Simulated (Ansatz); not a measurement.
## ClGeH₂N, SMILES [NH2][Ge][Cl]: an active-space calculation

Program: Ansatz 0.2.0, Python API.

The script, `run_cas.py`:
```python
# -*- coding: utf-8 -*-
import ansatz as az

GEOMETRY = """
N    -0.83570    0.28540   -0.31420
Ge   -0.15970   -0.81060    0.95790
Cl    1.96910   -0.81200    0.76480
H    -0.37910    1.28020   -0.17810
H    -0.54470   -0.01660   -1.27190
"""

clgeh2n = az.Crystal.molecule()
for line in GEOMETRY.strip().splitlines():
    symbol, *xyz = line.split()
    clgeh2n = clgeh2n.atom(symbol, [float(v) for v in xyz])

model = (
    clgeh2n.calculation()
    .basis(gaussian="def2-SVP")
    .correlation(active_electrons=4, active_orbitals=4)
)
for method in [None, "sc_nevpt2"]:
    summary = (model if method is None else model.correlation(method)).run(threads=1).report
    space = summary["configurations"]
    state = space["states"][0]
    print(method or "casscf", f"total {summary['free_energy_ev'] / 27.211386246:.6f} Ha, active-space state {state['energy']['hartree']:.6f} Ha, mean field {summary['reference_energy_ev'] / 27.211386246:.6f} Ha")
    print("  determinants", state["n_determinants"], " natural occupations", [round(n, 3) for n in space["natural_occupations"]])
print("effectively unpaired electrons, sum of min(n, 2 - n):", round(sum(min(n, 2 - n) for n in space["natural_occupations"]), 3))
```

Running `python run_cas.py` prints:
```text
casscf total -2590.097815 Ha, active-space state -2590.097815 Ha, mean field -2590.053217 Ha
  determinants 36  natural occupations [1.978, 1.974, 0.026, 0.021]
sc_nevpt2 total -2590.559042 Ha, active-space state -2590.097808 Ha, mean field -2590.053217 Ha
  determinants 36  natural occupations [1.978, 1.974, 0.026, 0.021]
effectively unpaired electrons, sum of min(n, 2 - n): 0.095
```

Caveats:
- Total energies depend on the basis set; only differences at equal settings carry meaning.
- The geometry is a force-field or estimated start, not a minimum of this method, and the basis set is short of its limit. The active space starts as a window about the frontier orbitals and is then optimised, not chosen by chemistry.
- Finished in 15 s on 1 thread of Arm Neoverse V1 (shared host), peak memory 0.24 GiB.
